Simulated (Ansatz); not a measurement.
# B2P: the cost of one run

Computed with Ansatz 0.2.0 (DFT PBE, scalar-relativistic, plane waves, PAW, unless a step's input says otherwise).

1 further run of the same task is left out (it didn't finish).

## (1) Starting point

It takes space group P-1 (No. 2, triclinic). The conventional cell has a = 3.080 Å, b = 3.699 Å, c = 4.606 Å, α = 70.41°, β = 78.95°, γ = 86.47°. B (site symmetry 1) has 2 B at 1.76 to 1.82 Å and 2 P at 1.86 Å as nearest neighbours. B (site symmetry 1) is surrounded by 3 B at 1.76 to 1.88 Å and 2 P at 1.90 to 1.92 Å. P (site symmetry 1) has 5 B at 1.86 to 2.10 Å as nearest neighbours.

As a file:

```
B P
1.0
     3.07978    0.00000    0.00000
     0.22805    3.69234    0.00000
     0.88270    1.49288    4.26702
B P
4 2
Cartesian
  1.6507 2.2623 3.4926
  3.1560 2.9312 2.8664
  1.0346 2.2540 1.4006
  2.5399 2.9229 0.7745
  3.5739 4.7459 3.2189
  0.6167 0.4394 1.0481
```

The cell is invented: 4-, 5-connected net, elements by coordination (P-1, No. 2). Its size is a rough estimate.

## (2) Probe: one point on a coarse mesh

The input, input.yaml:

```yaml
crystal:
  lattice:
    - [3.07977891, 0.0, 0.0]
    - [0.22805485, 3.69234379, 0.0]
    - [0.88270052, 1.49287829, 4.26702278]
  atoms:
    - { symbol: B, position: [0.280509, 0.28176799, 0.81849903] }
    - { symbol: B, position: [0.79352897, 0.52226698, 0.67176199] }
    - { symbol: B, position: [0.20647103, 0.47773302, 0.32823801] }
    - { symbol: B, position: [0.719491, 0.71823201, 0.18150097] }
    - { symbol: P, position: [0.87162602, 0.98031902, 0.754372] }
    - { symbol: P, position: [0.12837398, 0.01968098, 0.245628] }
basis:
  ecutwfc: 420
kpoints:
  mp_grid: { grid: [6, 6, 4] }
hamiltonian:
  xc: pbe
scf:
  occupations: { method: gaussian, width: 0.1 }
  lower_state_search: "off"
output:
  forces: true
  stress: true
  eigenvalues: true
```

Started as:

```sh
ansatz run input.yaml --threads 1 --pin off --max-ram 2560MiB --backend cpu --events-out ev --progress --plain --runs-dir out
```

What time and memory should one allow on 1 thread of Arm Neoverse V1, shared host?

About 3.9 s, with a peak of 0.32 GiB.
